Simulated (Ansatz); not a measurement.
# CH4FOSi radical: single points with varied inputs, part 2 of 2

Ansatz 0.2.0, Gaussian basis; the settings change from run to run. Earlier steps stand in the parts before.

**7. BHLYP/cc-pVDZ**

Options: a grid of angular degree 23, D3(BJ) with three-body dispersion, relativity set to none, the search for lower states set to off.

File in.yaml:

```yaml
crystal:
  periodic: [false, false, false]
  atoms:
    - {symbol: C, position_ang: [-0.718080, 0.882669, -0.033695]}
    - {symbol: Si, position_ang: [-0.072865, -0.861223, 0.005739]}
    - {symbol: O, position_ang: [1.383775, -0.805129, 0.762813]}
    - {symbol: F, position_ang: [0.137212, -1.363562, -1.508532]}
    - {symbol: H, position_ang: [0.010059, 1.518574, -0.546390]}
    - {symbol: H, position_ang: [-0.861716, 1.258881, 0.980412]}
    - {symbol: H, position_ang: [-1.668477, 0.931950, -0.567055]}
    - {symbol: H, position_ang: [1.882291, -1.619161, 0.850910]}
basis:
  gaussian: {orbitals: cc-pVDZ, final_grid: {core_spheres: 8, valence_spheres: 7, degree: 23}}
magnetization: {spin_polarized: true, initial_magnetization: 1}
hamiltonian: {xc: {name: BHLYP}, dispersion: d3bjatm, pseudopotentials: {relativity: none}}
scf: {lower_state_search: off}
output: {forces: true}
```

The run is started by

```sh
$ ansatz run in.yaml --threads 4 --pin off --events-out ev --progress --plain --max-ram 10444MiB
```

The log of the run, cut to the lines that bear on the results:

```text
Functional definition: BHLYP
  name "BHLYP"
  cite "Becke, J. Chem. Phys. 98, 1372 (1993) doi:10.1063/1.464304"
  cite "Becke, Phys. Rev. A 38, 3098 (1988) doi:10.1103/PhysRevA.38.3098"
  cite "Lee, Yang & Parr, Phys. Rev. B 37, 785 (1988) doi:10.1103/PhysRevB.37.785"
[...]
745 factors; integrals over basis functions are off by at most 1.3e-3 eV
[...]
mean field -13742.70477542 eV, -505.0350853570 hartree, gradient 5.5e-6 eV, S^2 0.752265; 0 other end points of the search recorded, 0 dependent functions left out
[...]
reference -13742.70494338 eV, -505.0350915293 hartree; 21, 20 occupied and 59, 60 virtual orbitals, 745 factors
Total energy: -13742.89881902 eV, -505.0422163277 hartree
Atom 0 at    -0.718080     0.882669    -0.033695 Å, force    -0.043943     0.111144    -0.018229 eV/Å
Atom 1 at    -0.072865    -0.861223     0.005739 Å, force    -0.904609     0.225711     0.901076 eV/Å
Atom 2 at     1.383775    -0.805129     0.762813 Å, force     0.854196    -0.144745     0.378958 eV/Å
Atom 3 at     0.137212    -1.363562    -1.508532 Å, force     0.200087    -0.401184    -1.244954 eV/Å
Atom 4 at     0.010059     1.518574    -0.546390 Å, force     0.037008     0.022046    -0.023843 eV/Å
Atom 5 at    -0.861716     1.258881     0.980412 Å, force    -0.004463     0.016137     0.053646 eV/Å
Atom 6 at    -1.668477     0.931950    -0.567055 Å, force    -0.049000     0.007662    -0.030008 eV/Å
Atom 7 at     1.882291    -1.619161     0.850910 Å, force    -0.089274     0.163229    -0.016647 eV/Å
Dipole moment:    -0.027058    -0.025771     0.239692 e Å
Checks for a lower state left out: stability, starts, cluster_reference, orbital_swaps, neighbouring_geometries, increment
```

It took 0.5 s on 4 threads of Arm Neoverse V2, shared host.

Largest force 1.323 eV/Å, dipole 1.17 D, ⟨S²⟩ 0.752.

**8. PBE0-DH/aug-pcseg-2**

Options: density fitting with cc-pVTZ-jkfit, a point charge of 1.00 e beside it.

Changes to in.yaml since step 7:

```diff
@@ -12,6 +12,4 @@
 basis:
-  gaussian: {orbitals: cc-pVDZ, final_grid: {core_spheres: 8, valence_spheres: 7, degree: 23}}
+  gaussian: {orbitals: aug-pcseg-2, fitting: {mean_field: cc-pVTZ-jkfit}, point_charges: [{charge: 1.00, position_ang: [4.782, 0.605, 0.249]}]}
 magnetization: {spin_polarized: true, initial_magnetization: 1}
-hamiltonian: {xc: {name: BHLYP}, dispersion: d3bjatm, pseudopotentials: {relativity: none}}
-scf: {lower_state_search: off}
-output: {forces: true}
+hamiltonian: {xc: {name: PBE0-DH}}
```

The command is unchanged.

The log of the run, cut to the lines that bear on the results:

```text
Functional definition: PBE0-DH
  name "PBE0-DH"
  cite "Brémond & Adamo, J. Chem. Phys. 135, 024106 (2011) doi:10.1063/1.3604569"
  cite "Perdew, Burke & Ernzerhof, Phys. Rev. Lett. 77, 3865 (1996) doi:10.1103/PhysRevLett.77.3865"
[...]
478 factors; integrals over basis functions are off by at most 8.2e-1 eV
[...]
mean field -13735.83722495 eV, -504.7827075320 hartree, gradient 7.8e-6 eV, S^2 0.752178; 0 other end points of the search recorded, 0 dependent functions left out
8 core orbitals not correlated: weight in the atoms' cores, before any rotation towards them, 1.000 or more for the frozen orbitals, at most 0.000 for the correlated occupied ones
reference -13735.83725888 eV, -504.7827087790 hartree; 13, 12 occupied and 259, 260 virtual orbitals, 478 factors
second order -25.04757146 eV of doubles, -0.00000000 eV of singles
Total energy: -13738.96820531 eV, -504.8977689381 hartree
```

It took 4.1 s on 4 threads of Arm Neoverse V2, shared host; peak memory 0.54 GiB.

⟨S²⟩ 0.752.

**9. wB97/def2-SVP**

Options: atoms shaken by 0.03 Å.

File in.yaml:

```yaml
crystal:
  periodic: [false, false, false]
  atoms:
    - {symbol: C, position_ang: [-0.719547, 0.853011, -0.063814]}
    - {symbol: Si, position_ang: [-0.038744, -0.859049, -0.012532]}
    - {symbol: O, position_ang: [1.362730, -0.787670, 0.800808]}
    - {symbol: F, position_ang: [0.162947, -1.344349, -1.488179]}
    - {symbol: H, position_ang: [-0.036581, 1.494421, -0.504455]}
    - {symbol: H, position_ang: [-0.807702, 1.254395, 0.937167]}
    - {symbol: H, position_ang: [-1.670212, 0.880237, -0.556794]}
    - {symbol: H, position_ang: [1.841802, -1.610235, 0.847390]}
basis:
  gaussian: {orbitals: def2-SVP}
magnetization: {spin_polarized: true, initial_magnetization: 1}
hamiltonian: {xc: {name: wB97}}
output: {forces: true}
```

Launched as before.

The log of the run, cut to the lines that bear on the results:

```text
Functional definition: wB97
  name "wB97"
  cite "Chai & Head-Gordon, J. Chem. Phys. 128, 084106 (2008) doi:10.1063/1.2834918"
  cite "Becke, J. Chem. Phys. 107, 8554 (1997) doi:10.1063/1.475007"
[...]
  # The coefficients of nought are those of the uniform gas.
[...]
      + integral(e_c_pw_opposite_spin*poly(b97_u_opposite, 1, cos1, cos2, cos3, cos4))
877 factors; their error is unknown
284 factors; integrals over basis functions are off by at most 1.3e-5 eV
[...]
mean field -13736.74657292 eV, -504.8161254536 hartree, gradient 3.4e-5 eV, S^2 0.751663; 0 other end points of the search recorded, 0 dependent functions left out
[...]
reference -13736.74656741 eV, -504.8161252509 hartree; 21, 20 occupied and 59, 60 virtual orbitals, 877 factors
Total energy: -13736.74656741 eV, -504.8161252509 hartree
Atom 0 at    -0.719547     0.853011    -0.063814 Å, force    -0.720111    -1.272837     1.397831 eV/Å
Atom 1 at    -0.038744    -0.859049    -0.012532 Å, force    -1.865833     0.491286     1.971534 eV/Å
Atom 2 at     1.362730    -0.787670     0.800808 Å, force     1.095225     0.326198     0.490255 eV/Å
Atom 3 at     0.162947    -1.344349    -1.488179 Å, force     0.537583    -0.908894    -2.661963 eV/Å
Atom 4 at    -0.036581     1.494421    -0.504455 Å, force     1.775936     1.587780    -1.634568 eV/Å
Atom 5 at    -0.807702     1.254395     0.937167 Å, force    -0.368488     0.023486     0.771310 eV/Å
Atom 6 at    -1.670212     0.880237    -0.556794 Å, force    -0.901269     0.164947    -0.516139 eV/Å
Atom 7 at     1.841802    -1.610235     0.847390 Å, force     0.446957    -0.411965     0.181739 eV/Å
Dipole moment:     0.041258    -0.036908     0.150276 e Å
```

Run time: 2.5 s. Hardware: 4 threads of Arm Neoverse V2, shared host; peak memory 0.26 GiB.

Largest force 2.889 eV/Å, dipole 0.77 D, ⟨S²⟩ 0.752.

**10. r2SCAN50/def2-mTZVP**

This run has atoms shaken by 0.15 Å, D4 dispersion.

File in.yaml:

```yaml
crystal:
  periodic: [false, false, false]
  atoms:
    - {symbol: C, position_ang: [-0.751764, 0.841714, 0.069143]}
    - {symbol: Si, position_ang: [0.142596, -0.830874, -0.069373]}
    - {symbol: O, position_ang: [1.314332, -0.794191, 0.485240]}
    - {symbol: F, position_ang: [0.150248, -1.418253, -1.534369]}
    - {symbol: H, position_ang: [-0.073265, 1.380666, -0.395353]}
    - {symbol: H, position_ang: [-1.009000, 1.144353, 1.023561]}
    - {symbol: H, position_ang: [-1.853334, 0.949363, -0.416995]}
    - {symbol: H, position_ang: [1.695090, -1.882267, 1.005000]}
basis:
  gaussian: {orbitals: def2-mTZVP}
magnetization: {spin_polarized: true, initial_magnetization: 1}
hamiltonian: {xc: {name: r2SCAN50}, dispersion: d4}
output: {forces: true}
```

Same command.

The log of the run, cut to the lines that bear on the results:

```text
Functional definition: r2SCAN50
  name "r2SCAN50"
  cite "Bursch, Neugebauer, Ehlert & Grimme, J. Chem. Phys. 156, 134105 (2022) doi:10.1063/5.0086040"
  cite "Furness, Kaplan, Ning, Perdew & Sun, J. Phys. Chem. Lett. 11, 8208 (2020) doi:10.1021/acs.jpclett.0c02405"
  cite "Furness, Kaplan, Ning, Perdew & Sun, J. Phys. Chem. Lett. 11, 9248 (2020) doi:10.1021/acs.jpclett.0c03077"
  parent r2scan
[...]
858 factors; integrals over basis functions are off by at most 1.1e-3 eV
[...]
mean field -13736.72974708 eV, -504.8155071155 hartree, gradient 3.9e-5 eV, S^2 0.753105; 2 other end points of the search recorded, 0 dependent functions left out
[...]
reference -13736.72975508 eV, -504.8155074094 hartree; 21, 20 occupied and 75, 76 virtual orbitals, 858 factors
Total energy: -13736.77279196 eV, -504.8170889857 hartree
Atom 0 at    -0.751764     0.841714     0.069143 Å, force    -5.267130    -3.648194    -1.276092 eV/Å
Atom 1 at     0.142596    -0.830874    -0.069373 Å, force   -29.427619    -1.402869   -11.044092 eV/Å
Atom 2 at     1.314332    -0.794191     0.485240 Å, force    29.914955    -4.787810    15.758312 eV/Å
Atom 3 at     0.150248    -1.418253    -1.534369 Å, force     0.103420     0.274063    -1.099926 eV/Å
Atom 4 at    -0.073265     1.380666    -0.395353 Å, force     2.700422     3.779167    -2.063350 eV/Å
Atom 5 at    -1.009000     1.144353     1.023561 Å, force     0.535080     0.494559     2.067067 eV/Å
Atom 6 at    -1.853334     0.949363    -0.416995 Å, force     3.132819    -0.599713     0.428013 eV/Å
Atom 7 at     1.695090    -1.882267     1.005000 Å, force    -1.691948     5.890797    -2.769932 eV/Å
Dipole moment:     0.364697    -0.077901     0.461423 e Å
```

Run time: 3.5 s. Hardware: 4 threads of Arm Neoverse V2, shared host; peak memory 0.27 GiB.

Largest force 34.149 eV/Å, dipole 2.85 D, ⟨S²⟩ 0.753.

**11. All runs side by side**

| level | charge | multiplicity | geometry | functions | energy (eV) | time |
| --- | --- | --- | --- | --- | --- | --- |
| r2SCANh/STO-3G | 0 | 2 | relaxed | 28 | -13584.139 | 0.85 s |
| wB97/aug-cc-pVDZ | -1 | 1 | relaxed | 132 | -13764.084 | 2.4 s |
| HF/def2-TZVPP | 0 | 2 | shaken | 191 | -13702.126 | 0.9 s |
| B2GP-PLYP/6-31++G** | 0 | 2 | relaxed | 104 | -13734.591 | 4.1 s |
| rPW86-PBE/def2-TZVPP | 0 | 2 | relaxed | 191 | -13767.430 | 3.8 s |
| BHLYP/cc-pVDZ | 0 | 2 | relaxed | 80 | -13742.899 | 0.5 s |
| PBE0-DH/aug-pcseg-2 | 0 | 2 | relaxed, point charge | 280 | -13738.968 | 4.1 s |
| wB97/def2-SVP | 0 | 2 | shaken | 80 | -13736.747 | 2.5 s |
| r2SCAN50/def2-mTZVP | 0 | 2 | shaken | 96 | -13736.773 | 3.5 s |

**12. What came out**

What follows sums up all 2 parts.

```
                                         quantity                       value
                                             runs                           9
                                         quickest        BHLYP/cc-pVDZ, 0.5 s
                                          slowest  PBE0-DH/aug-pcseg-2, 4.1 s
spread of total energies, same state and geometry                    183.3 eV
                  dipole, same state and geometry              0.92 to 1.17 D
```

**Reading.** Run time spans a factor of 8, from BHLYP/cc-pVDZ to PBE0-DH/aug-pcseg-2. The jobs differ in tasks and options as well as level. Total energies at one charge and spin differ by 183 eV between levels, so only differences within one level mean anything. Some of these runs are scalar-relativistic and others not, which shifts the totals of all-electron atoms past neon by eV; core potentials, where a basis has them, take the core out of the total altogether. At the PBE0-D4/def2-TZVP geometry and in the same state, runs without warnings or point charges leave forces up to 1.32 eV/Å (BHLYP/cc-pVDZ), against 34.1 eV/Å where the atoms were moved. At that geometry and state the dipole changes by 27 % between the lowest and highest value.
